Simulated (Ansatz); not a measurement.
**[BF4]-: geometry, orbitals and charge**

Aim: characterise [BF4]- as a singlet: its structure, frontier levels and distribution of charge.

Method: RKS PBE0-D4/def2-TZVPD; program: Ansatz 0.2.0, Gaussian basis.

Plan: relaxation at PBE-D4/def2-SVPD; a search for the lowest solution at PBE0-D4/def2-SVP; a single point at PBE0-D4/def2-TZVPD.

## (1) Where the work starts

5 atoms, charge -1, spin multiplicity 1.

Atoms are counted from 1 here; the program's logs count them from 0.

Bond lengths: B1–F2 1.390 Å, B1–F3 1.390 Å, B1–F4 1.390 Å, B1–F5 1.390 Å. Angles: F2–B1–F3 109.5°, F2–B1–F4 109.4°, F2–B1–F5 109.5°, F3–B1–F4 109.4°, F3–B1–F5 109.5°, F4–B1–F5 109.5°.

The ion is computed in the gas phase, without counter-ions or solvent.

The start is a GFN2-xTB geometry.

## (2) Optimising with PBE-D4/def2-SVPD

File in.yaml:

```yaml
crystal:
  periodic: [false, false, false]
  atoms:
    - {symbol: B, position_ang: [0.000220, -0.000290, -0.000010]}
    - {symbol: F, position_ang: [0.010510, -0.018630, 1.389730]}
    - {symbol: F, position_ang: [1.306820, 0.011170, -0.473790]}
    - {symbol: F, position_ang: [-0.662480, 1.138520, -0.442770]}
    - {symbol: F, position_ang: [-0.655070, -1.130770, -0.473170]}
basis:
  gaussian: {orbitals: def2-SVPD}
total_charge: -1
hamiltonian: {xc: pbe, dispersion: d4}
scf: {lower_state_search: "off"}
output: {orbitals: {seedname: orbitals}}
relax: {f_tol: 0.02, max_steps: 100}
```

On the command line:

```
$ ansatz run in.yaml --threads 4 --pin off --events-out ev --progress --plain --max-ram 3916MiB
```

Further steps of the session: Searching for the lowest solution, PBE0-D4/def2-SVP; Single point, PBE0-D4/def2-TZVPD.

Before running them: what should the planned runs give, taken together? Wanted: point group; commonest bond; HOMO, LUMO at PBE0-D4/def2-TZVPD.

As calculated:

| quantity | value |
| --- | --- |
| point group | Td |
| commonest bond | B–F, 4 of mean length 1.425 Å |
| HOMO, LUMO at PBE0-D4/def2-TZVPD | -4.83, 4.20 eV |

What this shows: The molecule keeps its bonding pattern by the stored test; the atoms moved 0.03 Å (rms). No usable vibrations, so a minimum isn't proven.
